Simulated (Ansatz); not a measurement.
**Ge₃NH₉: one species, many functionals**

An exercise on one series of results from a longer session: the logs are not shown, and one member is left open.

Method: functionals in def2-TZVPP; program: Ansatz 0.2.0, Gaussian basis.

Plan: LDA (SPW92), PBE-D4, revPBE-D4, BLYP-D4, r2SCAN-D4, B97M-V, PBE0-D4, B3LYP-D4, r2SCANh-D4, r2SCAN0-D4, HSE06-D4, BHLYP-D4, CAM-B3LYP-D4, LC-ωPBE.

**The relaxed structure**

All runs share one geometry, relaxed beforehand with PBE0-D4 in a triple-zeta def2 set.

SMILES `[GeH3][N]([GeH3])[GeH3]`, 13 atoms, charge 0, spin multiplicity 1.

Atoms are counted from 1 here; the program's logs count them from 0.

Bond lengths: Ge1–N2 1.843 Å, Ge1–H5 1.538 Å, Ge1–H6 1.538 Å, Ge1–H7 1.544 Å, N2–Ge3 1.843 Å, N2–Ge4 1.843 Å, Ge3–H8 1.538 Å, Ge3–H9 1.538 Å, Ge3–H10 1.544 Å, Ge4–H11 1.538 Å, Ge4–H12 1.538 Å, Ge4–H13 1.544 Å. Angles: N2–Ge1–H5 107.8°, N2–Ge1–H6 107.8°, N2–Ge1–H7 111.8°, H5–Ge1–H6 111.3°, H5–Ge1–H7 109.1°, H6–Ge1–H7 109.1°, Ge1–N2–Ge3 119.5°, Ge1–N2–Ge4 119.5°, Ge3–N2–Ge4 119.5°, N2–Ge3–H8 107.8°, N2–Ge3–H9 107.8°, N2–Ge3–H10 111.8°, H8–Ge3–H9 111.3°, H8–Ge3–H10 109.1°, H9–Ge3–H10 109.1°, N2–Ge4–H11 107.8°, N2–Ge4–H12 107.8°, N2–Ge4–H13 111.8° and more.

The first run:

File in.yaml:

```yaml
crystal:
  periodic: [false, false, false]
  atoms:
    - {symbol: Ge, position_ang: [-0.715523, 1.507437, -0.761459]}
    - {symbol: N, position_ang: [-0.124106, -0.026420, 0.070863]}
    - {symbol: Ge, position_ang: [0.866088, 0.107024, 1.619072]}
    - {symbol: Ge, position_ang: [-0.170328, -1.627183, -0.840549]}
    - {symbol: H, position_ang: [-1.925704, 1.131270, -1.633532]}
    - {symbol: H, position_ang: [-1.106489, 2.515172, 0.333132]}
    - {symbol: H, position_ang: [0.377578, 2.131706, -1.655987]}
    - {symbol: H, position_ang: [0.731090, -1.223428, 2.379434]}
    - {symbol: H, position_ang: [0.299971, 1.279504, 2.438429]}
    - {symbol: H, position_ang: [2.358630, 0.371066, 1.323493]}
    - {symbol: H, position_ang: [-1.450294, -1.645280, -1.693711]}
    - {symbol: H, position_ang: [-0.175849, -2.759895, 0.200336]}
    - {symbol: H, position_ang: [1.055338, -1.795775, -1.764719]}
basis:
  gaussian: {orbitals: def2-TZVPP}
hamiltonian: {xc: lda}
output: {orbitals: {seedname: orbitals}}
```

On the command line:

```bash
$ ansatz run in.yaml --threads 2 --pin off --events-out ev --progress --plain --max-ram 32768MiB --backend cpu
```

Steps of the session up to this table: LDA; PBE-D4 (GGA); revPBE-D4 (GGA); BLYP-D4 (GGA); r2SCAN-D4 (meta-GGA); B97M-V (meta-GGA); PBE0-D4 (hybrid); B3LYP-D4 (hybrid); r2SCANh-D4 (hybrid); r2SCAN0-D4 (hybrid); HSE06-D4 (hybrid); BHLYP-D4 (hybrid); CAM-B3LYP-D4 (range-separated); LC-ωPBE (range-separated).

One of the session's tables, all rows but one given; the rest of the session is left out.

It belongs to the step «Frontier levels by functional». 

```
  functional  HOMO (eV)  gap (eV)
 LDA (SPW92)      -5.84      4.43
      PBE-D4      -5.77      4.65
   revPBE-D4      -5.74      4.75
     BLYP-D4      -5.65      4.67
   r2SCAN-D4          ?         ?
      B97M-V      -6.26      5.25
     PBE0-D4      -7.06      6.78
    B3LYP-D4      -6.84      6.36
  r2SCANh-D4      -6.53      5.96
  r2SCAN0-D4      -7.26      7.11
    HSE06-D4      -6.67      6.01
    BHLYP-D4      -8.27      8.90
CAM-B3LYP-D4      -8.38      9.13
     LC-ωPBE      -9.70     11.63
```

Estimate the missing values for r2SCAN-D4.

Worked estimate for «HOMO (eV)». Against the share of exact exchange, r2SCANh-D4 (0.1, -6.53), r2SCAN0-D4 (0.25, -7.26) give a slope of -4.87 per unit share; at 0 the line stands at -6.04.

As computed: HOMO (eV): -6.05; gap (eV): 5.19. In «HOMO (eV)» the line misses by +0.01.
